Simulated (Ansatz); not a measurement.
Geometry optimisation, Ansatz, DFT PBE, scalar-relativistic, plane waves, PAW.

input.yaml

```yaml
crystal:
  lattice:
    - [-2.4579, 4.257208, 5.4091]
    - [4.9158, 0.0, 5.4091]
    - [4.9158, 8.514415, 0.0]
  atoms:
    - { symbol: Si, position: [0.90151665, 0.43181668, 0.04924164] }
    - { symbol: Si, position: [0.59848334, 0.06818332, 0.96590835] }
    - { symbol: Si, position: [0.0, 0.0, 0.23485001] }
    - { symbol: O, position: [0.57450001, 0.30649999, 0.91985001] }
    - { symbol: O, position: [0.18026667, 0.03406666, 0.27586667] }
    - { symbol: O, position: [0.56673333, 0.98093334, 0.14353332] }
    - { symbol: O, position: [0.92549998, 0.19350002, 0.11034998] }
    - { symbol: O, position: [0.31973333, 0.46593334, 0.13303333] }
    - { symbol: O, position: [0.93326665, 0.51906668, 0.16736665] }
    - { symbol: Si, position: [0.90151666, 0.43181667, 0.54924166] }
    - { symbol: Si, position: [0.59848333, 0.06818333, 0.46590833] }
    - { symbol: Si, position: [2.0e-08, -2.0e-08, 0.73485002] }
    - { symbol: O, position: [0.5745, 0.3065, 0.41985] }
    - { symbol: O, position: [0.18026668, 0.03406665, 0.77586669] }
    - { symbol: O, position: [0.56673334, 0.98093333, 0.64353334] }
    - { symbol: O, position: [0.9255, 0.1935, 0.61034999] }
    - { symbol: O, position: [0.31973334, 0.46593333, 0.63303334] }
    - { symbol: O, position: [0.93326666, 0.51906667, 0.66736666] }
    - { symbol: Si, position: [0.40151667, 0.93181667, 0.29924166] }
    - { symbol: Si, position: [0.09848334, 0.56818333, 0.21590834] }
    - { symbol: Si, position: [0.5, 0.5, 0.48485] }
    - { symbol: O, position: [0.0745, 0.8065, 0.16985] }
    - { symbol: O, position: [0.68026666, 0.53406667, 0.52586666] }
    - { symbol: O, position: [0.06673334, 0.48093333, 0.39353334] }
    - { symbol: O, position: [0.4255, 0.6935, 0.36035] }
    - { symbol: O, position: [0.81973333, 0.96593334, 0.38303332] }
    - { symbol: O, position: [0.43326667, 0.01906667, 0.41736667] }
    - { symbol: Si, position: [0.40151668, 0.93181666, 0.79924168] }
    - { symbol: Si, position: [0.09848335, 0.56818332, 0.71590835] }
    - { symbol: Si, position: [0.50000001, 0.49999999, 0.98485002] }
    - { symbol: O, position: [0.07450001, 0.80649999, 0.66985002] }
    - { symbol: F, position: [0.42549999, 0.69350001, -0.13965002], spin: 1.0 }
    - { symbol: O, position: [0.06673335, 0.48093332, 0.89353336] }
    - { symbol: O, position: [0.81973334, 0.96593333, 0.88303334] }
    - { symbol: O, position: [0.43326668, 0.01906666, 0.91736668] }
magnetization:
  spin_polarized: true
total_charge: 2
basis:
  ecutwfc: 420.0
kpoints:
  mp_grid: { grid: [2, 2, 2] }
hamiltonian:
  xc: pbe
  pseudopotentials: { kind: paw, azcp: { folder: soft_1 } }
scf:
  occupations: { method: fermi_dirac, width: 0.02 }
  lower_state_search: "off"
relax:
  f_tol: 0.03
  max_steps: 60
  adjacent_minimum: "off"
```

Run as:

```bash
$ ansatz run input.yaml --threads 4 --pin off --max-ram 10240MiB --backend cpu --events-out ev --progress --plain --runs-dir out
```

**Question.** Where does it end, and by what steps?

**Answer.** The forces met the threshold. Limits of this set-up: coarse k mesh, a small cell, in which the defect meets its images, charged cell in a uniform background, uncorrected. After 10 steps the energy has fallen by 1.957 eV; F32 moved furthest, 0.44 Å.

```tsv
step	energy less start (eV)	largest force component (eV/Å)	accepted
0	0.0000	4.711	yes
1	-0.7905	3.020	yes
2	-1.5964	0.769	yes
3	-1.8456	0.855	yes
4	-1.9107	0.595	yes
5	-1.9446	0.129	yes
6	-1.9521	0.124	yes
7	-1.9545	0.151	yes
8	-1.9565	0.080	yes
9	-1.9573	0.031	yes
10	-1.9574	0.018	yes
```

```xyz
35
Lattice="-2.4579 4.2572 5.4091 4.9158 0.0000 5.4091 4.9158 8.5144 0.0000" Properties=species:S:1:pos:R:3
Si 0.004 4.382 7.273
Si 3.604 10.867 3.649
Si 1.166 2.017 -0.040
O 4.535 10.405 4.953
O 1.147 3.033 1.225
O 4.169 3.708 8.405
O -0.749 4.802 5.936
O 2.152 2.543 4.318
O 1.067 5.391 7.879
Si 2.645 8.459 7.149
Si 1.138 6.468 3.584
Si 3.575 6.240 -0.058
O 2.073 5.867 4.770
O 3.543 7.502 1.003
O 6.666 7.904 8.462
O 1.704 9.163 6.027
O 4.518 6.660 4.097
O 3.668 9.547 7.796
Si 5.106 4.248 7.167
Si 3.647 2.299 3.637
Si 3.573 6.141 5.341
O 4.581 1.734 4.822
O 3.545 7.283 6.496
O 4.136 3.653 2.941
O 4.136 4.741 5.956
O 4.573 6.780 9.576
O 1.114 5.453 2.322
Si 7.739 8.459 7.438
Si 6.029 6.371 3.581
Si 6.000 10.782 5.460
O 6.988 5.975 4.821
F 1.628 0.930 6.363
O 6.588 7.788 2.931
O 6.980 11.004 9.521
O 3.743 9.659 2.538
```

The run took 3 min on 4 threads of Arm Neoverse V1, with other jobs on the host, peak memory 1.8 GiB.
